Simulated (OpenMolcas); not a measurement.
# SiF3 (trifluorosilyl): UPW91/cc-pVTZ, part 2 of 2

OpenMolcas 26.06.

## (3) The quartet

job.inp reads:

```
&gateway
baslib
$CurrDir
coord
4
angstrom
F        0.784850      -0.507040       1.151700
Si      -0.282750       0.213060       0.234280
F       -0.994260      -0.892250      -0.644340
F        0.492160       1.186230      -0.741640
basis
cc-pVTZ
group
NoSym
&seward
&scf
uhf
spin
4
ksdft
2
1.0 GGA_X_PW91
1.0 GGA_C_PW91
prorbitals
1 1
```

The basis set cc-pVTZ is read from a file made from the Basis Set Exchange's data (not shown).

On the command line:

```sh
$ export MOLCAS_MEM=1860
$ pymolcas job.inp > job.log
```

Output:

```text
--- Start Module: gateway ---

                                              &GATEWAY

                       available to each process: 1.9 GB of memory, 1 thread

 Basis Set     1 Label: F.CC-PVTZ
 Basis set is read from library:.
 basistype.tbl is not found

 Basis Set     2 Label: SI.CC-PVTZ
 Basis set is read from library:.
 basistype.tbl is not found

 Basis Set     3 Label: F.CC-PVTZ
 Basis set is read from library:.
 basistype.tbl is not found

++    Symmetry information:
      ---------------------

                    Character Table for C1

                             E
                    a        1  x, y, xy, Rz, z, xz, Ry, yz, Rx, I
--

++    Basis set information:
      ----------------------

      Basis set label: F.CC-PVTZ.........

      Electronic valence basis set:
      ------------------
      Associated Effective Charge   9.000000 au
      Associated Actual Charge      9.000000 au
      Nuclear Model: Point charge

      Shell  nPrim  nBasis  Cartesian Spherical Contaminant
         s      10       4        X
         p       5       3        X
         d       2       2                 X
         f       1       1                 X

      Basis set label: SI.CC-PVTZ.........

      Electronic valence basis set:
      ------------------
      Associated Effective Charge  14.000000 au
      Associated Actual Charge     14.000000 au
      Nuclear Model: Point charge

      Shell  nPrim  nBasis  Cartesian Spherical Contaminant
         s      15       5        X
         p       9       4        X
         d       2       2                 X
         f       1       1                 X

      Basis set label: F.CC-PVTZ.........

      Electronic valence basis set:
      ------------------
      Associated Effective Charge   9.000000 au
      Associated Actual Charge      9.000000 au
      Nuclear Model: Point charge

      Shell  nPrim  nBasis  Cartesian Spherical Contaminant
         s      10       4        X
         p       5       3        X
         d       2       2                 X
         f       1       1                 X
--

++    Molecular structure info:
      -------------------------

                    ************************************************
                    **** Cartesian Coordinates / bohr, angstrom ****
                    ************************************************

     Center  Label                x              y              z                     x              y              z
        1      F1               1.483152      -0.958167       2.176398              0.784850      -0.507040       1.151700
        2      SI2             -0.534320       0.402625       0.442725             -0.282750       0.213060       0.234280
        3      F3              -1.878879      -1.686108      -1.217626             -0.994260      -0.892250      -0.644340
        4      F4               0.930048       2.241650      -1.401496              0.492160       1.186230      -0.741640

                    ***************************************
                    *    InterNuclear Distances / bohr    *
                    ***************************************

               1 F1            2 SI2           3 F3            4 F4
    1 F1       0.000000
    2 SI2      2.987903        0.000000
    3 F3       4.832447        2.987877        0.000000
    4 F4       4.831778        2.987899        4.832304        0.000000

                    *******************************************
                    *    InterNuclear Distances / angstrom    *
                    *******************************************

               1 F1            2 SI2           3 F3            4 F4
    1 F1       0.000000
    2 SI2      1.581130        0.000000
    3 F3       2.557221        1.581117        0.000000
    4 F4       2.556867        1.581128        2.557145        0.000000

                    **************************************
                    *    Valence Bond Angles / degree    *
                    **************************************
                          Atom centers                 Phi
                      1 F1       2 SI2      3 F3       107.93
                      1 F1       2 SI2      4 F4       107.91
                      3 F3       2 SI2      4 F4       107.93
--

            Nuclear Potential Energy            176.79845118 au

--- Stop Module: gateway /rc=_RC_ALL_IS_WELL_ ---

--- Start Module: seward ---

                                              &SEWARD

                       available to each process: 1.9 GB of memory, 1 thread

               SEWARD will generate:
                  Multipole Moment integrals up to order  2
                  Kinetic Energy integrals
                  Nuclear Attraction integrals (point charge)
                  One-Electron Hamiltonian integrals
                  Velocity integrals
                  Orbital angular momentum around ( -0.0565   0.0425   0.0468 )
                  Velocity quadrupole around ( -0.0565   0.0425   0.0468 )
                  Two-Electron Repulsion integrals

                   Integrals are discarded if absolute value <: 1.00E-14
                   Integral cutoff threshold is set to       <: 1.00E-16

            Nuclear Potential Energy            176.79845118 au

      Basis set specifications :
      Symmetry species         a
      Basis functions          124

--- Stop Module: seward /rc=_RC_ALL_IS_WELL_ ---
--- Module seward spent 6 seconds ---

--- Start Module: scf ---

                                                &SCF

                       available to each process: 1.9 GB of memory, 1 thread

++    Input section:
      --------------

[... 11 lines left out ...]
      Nuclear repulsion energy =  176.79845118
[... 69 lines left out ...]
++ Convergence information
                               UHF [...]      iterations: Energy and convergence statistics
[... 37 lines left out ...]
       Convergence after  35 Iterations
[... 3 lines left out ...]
 *                                             SCF/KS-DFT Program, Final results                                             *
 *                                                       Final Results                                                       *
[... 45 lines left out ...]
      Title: UKS-DFT orbitals (beta)

      Molecular orbitals for symmetry species 1: a

          Orbital            1         2         3         4         5         6         7         8         9        10
          Energy          -65.5691  -24.3772  -24.3729  -24.3729   -5.1587   -3.5771   -3.5719   -3.5700   -1.1887   -1.1649
          Occ. No.          1.0000    1.0000    1.0000    1.0000    1.0000    1.0000    1.0000    1.0000    1.0000    1.0000

          Orbital           11        12        13        14        15        16        17        18        19        20
          Energy           -1.1631   -0.5783   -0.5187   -0.5140   -0.4816   -0.4622   -0.4613   -0.4479   -0.4424   -0.4240
          Occ. No.          1.0000    1.0000    1.0000    1.0000    1.0000    1.0000    1.0000    1.0000    1.0000    0.0000

          Orbital           21        22        23        24
          Energy           -0.1389    0.0086    0.0304    0.0525
          Occ. No.          0.0000    0.0000    0.0000    0.0000

--

++    Molecular charges:
      ------------------

      Mulliken charges per centre and basis function type
      ---------------------------------------------------

                            F1                      SI2                     F3                      F4
                     alpha        beta       alpha        beta       alpha        beta       alpha        beta
      1s           1.9359      1.9449      2.8442      2.2784      1.9473      1.9463      1.9359      1.9449
      2px          0.9142      0.7529      1.2838      1.1456      0.9150      0.9090      0.9315      0.7252
      2pz          0.8973      0.8921      1.6996      1.1492      0.9198      0.7097      0.9067      0.7530
[... 16 lines of this table left out ...]
      Charge            0.0076                 -0.0275                  0.0124                  0.0076

      Total electronic charge=   41.000000

      Total            charge=   -0.000000
--

++    Molecular orbitals:
      -------------------

      Title: Natural orbitals

      Molecular orbitals for symmetry species 1: a

          Orbital            1         2         3         4         5         6         7         8         9        10
          Energy          -65.5709  -24.3652  -24.3589  -24.3567   -4.9637   -3.5741   -3.5268   -3.7424   -0.5028   -0.4916
          Occ. No.          2.0000    2.0000    2.0000    2.0000    2.0000    2.0000    2.0000    2.0000    2.0000    2.0000

          Orbital           11        12        13        14        15        16        17        18        19        20
          Energy           -1.0415   -1.0033   -0.6576   -1.1314   -0.6943   -0.5353   -0.6298   -0.5031   -0.5169   -0.4500
          Occ. No.          2.0000    2.0000    2.0000    1.9999    1.9999    1.9999    1.9998    1.9997    1.9996    1.0000

          Orbital           21        22        23        24        25        26        27        28        29        30
          Energy           -0.1844    0.0206    0.3581    0.6525    0.6856    0.6123    1.2576    1.7544    0.7713    1.7617
          Occ. No.          1.0000    1.0000    0.0004    0.0003    0.0002    0.0001    0.0001    0.0001    0.0000    0.0000

          Orbital           31        32        33        34        35        36        37        38        39        40
          Energy            2.0236    1.7512    1.7837    0.9990    1.2033    1.1339    8.3837    1.4329    8.4317    8.4082
          Occ. No.          0.0000    0.0000    0.0000    0.0000    0.0000    0.0000    0.0000    0.0000    0.0000    0.0000

          Orbital           41        42        43        44        45        46        47        48        49        50
          Energy            2.4783    1.0531    0.3487    0.8250    1.1994    0.5246    1.7364    1.3484    0.8544    0.7870
          Occ. No.          0.0000    0.0000    0.0000    0.0000    0.0000    0.0000    0.0000    0.0000    0.0000    0.0000

          Orbital           51        52        53        54        55        56        57        58        59        60
          Energy            1.0782    0.8551    3.0919    1.3392    1.2353    0.9912    0.9850    0.9976    1.0022    2.0139
          Occ. No.          0.0000    0.0000    0.0000    0.0000    0.0000    0.0000    0.0000    0.0000    0.0000    0.0000

          Orbital           61        62        63        64        65        66        67        68        69        70
          Energy            0.7886    6.1810    8.1123    1.6877    2.3941    1.8341    1.6251    2.1506    3.7719    4.6736
          Occ. No.          0.0000    0.0000    0.0000    0.0000    0.0000    0.0000    0.0000    0.0000    0.0000    0.0000

          Orbital           71        72        73        74        75        76        77        78        79        80
          Energy            4.2492    2.0426    2.2442    4.2717    8.2813    2.3833    5.5443    6.1643    6.4625    3.4913
          Occ. No.          0.0000    0.0000    0.0000    0.0000    0.0000    0.0000    0.0000    0.0000    0.0000    0.0000

          Orbital           81        82        83        84        85        86        87        88        89        90
          Energy            5.8680    7.1201    2.3161    6.4779    8.2692    6.1650    6.1573    2.2193    4.3268    4.3193
          Occ. No.          0.0000    0.0000    0.0000    0.0000    0.0000    0.0000    0.0000    0.0000    0.0000    0.0000

          Orbital           91        92        93        94        95        96        97        98        99       100
          Energy            2.2432    6.5000    6.5462    5.9317    8.2241    2.2182    8.2785    6.5226    6.5587    6.0293
          Occ. No.          0.0000    0.0000    0.0000    0.0000    0.0000    0.0000    0.0000    0.0000    0.0000    0.0000

          Orbital          101       102       103       104       105       106       107       108       109       110
          Energy            7.7304    4.3109    6.3521    4.7047    6.2155    6.5359    4.3893    7.9491    2.4197    8.3309
          Occ. No.          0.0000    0.0000    0.0000    0.0000    0.0000    0.0000    0.0000    0.0000    0.0000    0.0000

          Orbital          111       112       113       114       115       116       117       118       119       120
          Energy            6.4964    8.1686    4.3753    6.3921    6.6596    5.3587    8.3487    6.6147    6.5768    8.3307
          Occ. No.          0.0000    0.0000    0.0000    0.0000    0.0000    0.0000    0.0000    0.0000    0.0000    0.0000

--

++    Molecular properties:
      ---------------------

      Charge (e):
                      =   -0.0000
      Dipole Moment (debye):
      Origin of the operator (angstrom)=   -0.0299    0.0225    0.0248
                   X=  1.7734E+00               Y= -5.7338E-01               Z= -7.8894E-01           Total=  2.0239E+00
      Quadrupole Moment (debye*angstrom):
      Origin of the operator (angstrom)=   -0.0299    0.0225    0.0248
                  XX= -2.8298E+01              XY=  1.3462E+00              XZ=  7.2898E-01              YY= -2.8897E+01
                  YZ=  2.0448E+00              ZZ= -2.9694E+01
      In traceless form (debye*angstrom)
                  XX=  9.9727E-01              XY=  2.0194E+00              XZ=  1.0935E+00              YY=  9.9351E-02
                  YZ=  3.0671E+00              ZZ= -1.0966E+00
--

--- Stop Module: scf /rc=_RC_ALL_IS_WELL_ ---
--- Module scf spent 46 seconds ---

.##################.
.# Happy landing! #.
.##################.

    Timing: Wall=53.27 User=43.61 System=9.63
```

Run time: 54 s. Hardware: 1 thread of Arm Neoverse V1, shared host; peak memory 0.82 GiB.

## (4) Results

This closing draws on all 2 parts.

Level: UPW91/cc-pVTZ.

```
                                        quantity          value
                           doublet: total energy  -589.19079 Eh
                          doublet: dipole moment         0.97 D
     doublet: HOMO energy (highest over α and β)       -6.45 eV
      doublet: LUMO energy (lowest over α and β)       -4.31 eV
                                   doublet: ⟨S²⟩          0.751
                           quartet: total energy  -588.80171 Eh
                          quartet: dipole moment         2.02 D
     quartet: HOMO energy (highest over α and β)       -0.54 eV
                                   quartet: ⟨S²⟩          3.752
vertical energy of the quartet above the doublet      10.587 eV
```

**Reading.** At this shape the quartet lies 10.59 eV (1022 kJ/mol) above the doublet.
